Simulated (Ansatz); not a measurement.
# CHGeO (sextet): the correlation ladder, cc-pVDZ

An exercise on one series of results from a longer session: the logs are not shown, and one member is left open.

Program: Ansatz 0.2.0, Gaussian basis. Level of theory: cc-pVDZ, core rule «outside noble gas», up to 16 orbitals frozen. These are calculated values, not measurements.

Plan: UHF; CCSD(T) on ROHF; CCSD(T) on UHF; BCCD(T) on ROHF; CISD; CCSDT(Q) on ROHF; CCSDT(Q) on UHF; CASSCF and MRCISD+Q, 13 electrons in 11 orbitals; CASSCF and NEVPT2, 13 electrons in 11 orbitals.

22 further runs of the same task are left out: 11 that didn't finish, 11 set aside as unsound or not needed.

### The system

The geometry is a PBE0/def2-TZVP stationary point (not a proven minimum) of the parent state, kept for this charge and spin. No spin-orbit coupling is included. The filled d shell of Ge may be among the frozen orbitals whatever the setting's name suggests; the logs give the count.

4 atoms, charge 0, spin multiplicity 6.

Atoms are counted from 1 here; the program's logs count them from 0.

Bond lengths: C1–Ge2 1.966 Å, Ge2–O3 1.786 Å, O3–H4 0.962 Å. Angles: C1–Ge2–O3 99.3°, Ge2–O3–H4 113.3°.

Set-up of the first run:

Contents of in.yaml:

```yaml
crystal:
  periodic: [false, false, false]
  atoms:
    - {symbol: C, position_ang: [0.000000, -1.033092, 1.493061]}
    - {symbol: Ge, position_ang: [0.000000, 0.334803, 0.081537]}
    - {symbol: O, position_ang: [0.000000, -0.729085, -1.353363]}
    - {symbol: H, position_ang: [0.000000, -0.245076, -2.185226]}
basis:
  gaussian: {orbitals: cc-pVDZ}
magnetization: {spin_polarized: true, initial_magnetization: 5}
hamiltonian: {xc: hf}
output: {orbitals: {seedname: orbitals}}
```

Run with:

```
$ ansatz run in.yaml --threads 1 --pin off --events-out ev --progress --plain --max-ram 2393MiB
```

Steps of the session up to this table: UHF; CCSD(T) on ROHF; CCSD(T) on UHF; BCCD(T) on ROHF; CISD; CCSDT(Q) on ROHF; CCSDT(Q) on UHF; CASSCF and MRCISD+Q, 13 electrons in 11 orbitals; CASSCF and NEVPT2, 13 electrons in 11 orbitals.

One of the session's tables, all rows but one given; the rest of the session is left out.

| method | from UCCSDT(Q) (meV) |
| --- | --- |
| ROHF | +9139.4 |
| UHF | +9003.3 |
| RMP2 | +1009.9 |
| UMP2 | +994.4 |
| RCCSD | +304.8 |
| UCCSD | +287.3 |
| RCCSD(T) | +72.0 |
| UCCSD(T) | +58.3 |
| BCCD(T) | +70.4 |
| RCCSDT | +40.7 |
| UCCSDT | +27.0 |
| RCCSDT(Q) | +17.0 |
| UCCSDT(Q) | 0 |
| CASSCF frontier | ? |
| NEVPT2 frontier | +1494.0 |
| MRCISD frontier | +735.1 |
| MRCISD+Q frontier | +132.5 |

Estimate the missing values for CASSCF frontier.

As computed: from UCCSDT(Q) (meV): +7469.3. In the column «from UCCSDT(Q) (meV)» it lies between NEVPT2 frontier (+1494.0) and UHF (+9003.3).

Not comparable, so not listed: CISD (they don't share determinant, frozen orbitals or solution with the rows shown, or repeat one).

To keep in mind: Restricted and unrestricted rows rest on different reference determinants; where their highest levels disagree by more than a few hundredths of an eV, they describe different states and don't form one ladder.
